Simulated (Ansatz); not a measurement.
Runs of Ansatz 0.2.0 on SiNi2. Symmetry: Pnma, No. 62, orthorhombic system. Conventional cell: a = 4.990 Å, b = 3.720 Å, c = 7.030 Å, α = 90.00°, β = 90.00°, γ = 90.00°. Ni (site symmetry m) has 4 Si at 2.28 to 2.33 Å and 4 Ni at 2.53 to 2.62 Å as nearest neighbours. Ni (site symmetry m) has 5 Si at 2.34 to 2.57 Å and 6 Ni at 2.53 to 2.62 Å as nearest neighbours. Si (site symmetry m) is surrounded by 9 Ni at 2.28 to 2.57 Å. 

```csv
task,level,spin,U,cell,k mesh,hubbard projectors,double counting,gap on the mesh (eV),pressure (GPa),moment (μB),relaxed volume (Å³/atom),largest force (eV/Å)
single point,PBE+U,"collinear, antiferromagnetic start",Ni d U = 5 eV,as given,4 × 6 × 3,ortho-atomic (the default),fll (the default),none,1.5,0.00,-,0.33
single point,PBE+U,"collinear, ferromagnetic start",Ni d U = 5 eV,as given,4 × 6 × 3,ortho-atomic (the default),fll (the default),none,1.5,0.00,-,0.33
relaxation of cell and atoms,revPBE+D4,"collinear, ferromagnetic start",-,relaxed,6 × 7 × 4,-,-,none,0.0,0.00,(a),-
single point,PBE+U,"collinear, ferrimagnetic start",Ni d U = 5 eV,as given,4 × 6 × 3,ortho-atomic (the default),fll (the default),none,1.5,0.00,-,0.33
relaxation of the atoms,PBE,"collinear, ferromagnetic start",-,atoms relaxed from: strained by +4 %,5 × 5 × 3,-,-,none,-3.1,0.00,-,-
relaxation of cell and atoms,revPBE,"collinear, ferromagnetic start",-,relaxed,6 × 7 × 4,-,-,none,0.0,0.00,11.24,-
single point,PBE+U,off,Ni d U = 5 eV,as given,4 × 6 × 3,ortho-atomic (the default),fll (the default),none,1.5,-,-,0.33
```

Alike in all rows: potentials or basis Ansatz PAW; cutoff (eV) 420; smearing fermi-dirac 0.05 eV.

Q: Fill in the values left out.

A: (a) 10.53.

Caveats: the starting moments weren't kept (some runs); the U is typed as a test and isn't derived for this compound (some runs); the magnetic or orbital state may not be the lowest (some runs); the plane-wave basis is chosen anew once the cell has moved, so the energies of steps on either side of that aren't comparable (some runs); the PAW data sets come from PBE, with cores solved anew for the run's functional, which leaves a small shift of forces and pressure (some runs); pairwise dispersion overbinds metals, which lowers pressure and volume (some runs); the thresholds are loose for stress (some runs).

A gap of «none» marks a metal or a gap under the smearing width.
